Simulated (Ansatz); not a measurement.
# Os: pressure against volume

An exercise on one series of results from a longer session: the logs are not shown, and one member is left open.

This is Os in the fcc structure; at room conditions it is hcp.

Program: Ansatz 0.2.0. Level of theory: DFT PBEsol, scalar-relativistic. These are calculated values, not measurements.

**The starting structure**

It takes space group Fm-3m (No. 225, cubic). Conventional cell: a = 3.890 Å, b = 3.890 Å, c = 3.890 Å, α = 90.00°, β = 90.00°, γ = 90.00°. Around Os (site symmetry m-3m) lie 12 Os at 2.75 Å.

Structure file:

```cif
data_structure
_symmetry_space_group_name_H-M 'Fm-3m'
_symmetry_Int_Tables_number 225
_cell_length_a 3.8900
_cell_length_b 3.8900
_cell_length_c 3.8900
_cell_angle_alpha 90.000
_cell_angle_beta 90.000
_cell_angle_gamma 90.000
_cell_volume 58.86
loop_
_atom_site_label
_atom_site_type_symbol
_atom_site_symmetry_multiplicity
_atom_site_Wyckoff_symbol
_atom_site_fract_x
_atom_site_fract_y
_atom_site_fract_z
_atom_site_occupancy
Os1 Os 4 a 0.00000 0.00000 0.00000 1
```

The file gives the conventional cell by its symmetry; the runs use the cell typed in the input.

The geometry is a database entry used as it stands. It may stem from high pressure or temperature, or be incomplete, so it serves as a test cell.

The first run:

The input, input.yaml:

```yaml
crystal:
  lattice:
    - [0.0, 1.9187129938, 1.9187129938]
    - [1.9187129938, 0.0, 1.9187129938]
    - [1.9187129938, 1.9187129938, 0.0]
  atoms:
    - { symbol: Os, position: [0.0, 0.0, 0.0] }
kpoints:
  mp_grid: { grid: [14, 14, 14] }
scf:
  occupations: { method: fermi_dirac, width: 0.05 }
hamiltonian:
  xc: pbesol
  pseudopotentials: { kind: all_electron, lapw: { basis_error: 0.0005 } }
output:
  forces: true
  stress: true
  eigenvalues: true
```

Run with:

```
> ansatz run input.yaml --threads 1 --pin off --max-ram 3072MiB --backend cpu --events-out ev --progress --plain --runs-dir out
```

Among the steps run: Volume × 0.96, LAPW; Volume × 0.98, LAPW; Volume × 0.98, PAW; Volume × 1.02, LAPW; Volume × 1.04, LAPW; Volume × 1.04, PAW; Volume × 1.04, crystal datasets.

One of the session's tables, all rows but one given; the rest of the session is left out.

| method | volume (Å³/atom) | F above the lowest (meV/atom) | pressure (GPa) |
| --- | --- | --- | --- |
| LAPW | 14.127 | 0.0 | -5.14 |
| LAPW | 14.422 | ? | ? |
| LAPW | 14.716 | 47.1 | -19.90 |
| LAPW | 15.010 | 89.4 | -26.02 |
| LAPW | 15.305 | 142.3 | -31.42 |
| PAW | 14.422 | 0.0 | -12.99 |
| PAW | 14.716 | 30.4 | -19.93 |
| PAW | 15.305 | 125.7 | -31.47 |
| crystal datasets | 14.716 | – | -19.90 |
| crystal datasets | 15.305 | – | -31.42 |

Estimate the missing values for LAPW, 14.422.

The run gave: F above the lowest (meV/atom): 16.8; pressure (GPa): -12.97.

Caveats from the session: Warnings in the runs' records: gradients without spin orbit, crystal datasets made.
